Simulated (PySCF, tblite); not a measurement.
# C₃H₈GeN radical: geometry, infrared bands and EPR parameters

What infrared bands and EPR parameters should C₃H₈GeN radical (`N[CH]/C=[CH]\[GeH3]`) show?

Computed with tblite 0.8.0 and PySCF 2.14.0, with density-fitted response routines of our own, on a single molecule in the gas phase. Atoms are numbered from 0 throughout.

**1. The starting structure**

13 atoms, charge 0, multiplicity 2; geometry from: force field or distance geometry start.

Bonds of the start (Å): N0–C1 1.43, C1–C2 1.48, C2–C3 1.36, C3–Ge4 1.93, N0–H5 1.04, N0–H6 1.05, C1–H7 1.12, C2–H8 1.09, C3–H9 1.07, Ge4–H10 1.55, Ge4–H11 1.57, Ge4–H12 1.57.

**2. Optimising the geometry with GFN2-xTB**

The job: settings as JSON, then the geometry in Å.

```
{"job": {"kind": "relax", "xc": "GFN2-xTB", "basis": "xTB"}, "charge": 0, "multiplicity": 2}
N      1.982700    -1.058600    -0.073500
C      1.021900    -0.371500     0.738600
C      0.647400     0.898200     0.086300
C     -0.625300     1.113000    -0.329500
Ge    -2.006700    -0.207000    -0.072400
H      2.651900    -0.355400    -0.441100
H      1.575900    -1.674300    -0.815300
H      1.458800    -0.160100     1.750700
H      1.408400     1.656900    -0.063800
H     -0.902100     2.031800    -0.797400
H     -3.110700    -0.079400    -1.147400
H     -1.465400    -1.676000    -0.210100
H     -2.641200    -0.117000     1.357100
```

Run with:

```
$ OMP_NUM_THREADS=1 python probes_run.py task.json out
```

The driver reads the jobs from task.json and runs them one after another.

**Question.** This job is followed by: GFN2-xTB harmonic vibrations, gas phase; UKS B3LYP, def2-TZVP-core on Ge, pcH-1 on C H N, non-relativistic, mean-field spin-orbit, GIAO. Predict these results of the whole session: strongest single infrared mode (GFN2-xTB); zero-point energy (GFN2-xTB); g(iso) (B3LYP); ⟨S²⟩; largest a(iso) (averaged by class); potential on the surface of density 0.002 e/bohr³, 1st and 99th percentile.

As calculated:

```
                                                                  quantity                  value
                                 strongest single infrared mode (GFN2-xTB)  1990 cm⁻¹, 534 km/mol
                                              zero-point energy (GFN2-xTB)          59.1 kcal/mol
                                                            g(iso) (B3LYP)                2.00210
                                                                      ⟨S²⟩     0.768 (exact 0.75)
                                        largest a(iso) (averaged by class)    13C on C3, 52.4 MHz
potential on the surface of density 0.002 e/bohr³, 1st and 99th percentile     -0.91 V and 2.07 V
```

The optimisation took 125 steps and gained 1.924 eV; among the close pairs (by a distance rule), C1–C2 changed most, from 1.476 to 1.375 Å. All 33 modes are real, so the xTB geometry is a minimum. The strongest single mode, at 1990 cm⁻¹, moves mainly H12 and H11. Unscaled tight-binding wavenumbers are off by several per cent, some by more. Its intensities can rank the bands wrongly. The largest spin populations lie on C3 (0.61 e), C1 (0.48 e). The isotropic g lies 0.2 ppt below the free-electron value. The hyperfine terms hold no scalar relativity, which the heavier nuclei need. The conformer search found further structures of the same energy, which may be mirror or relabelled copies of this one.
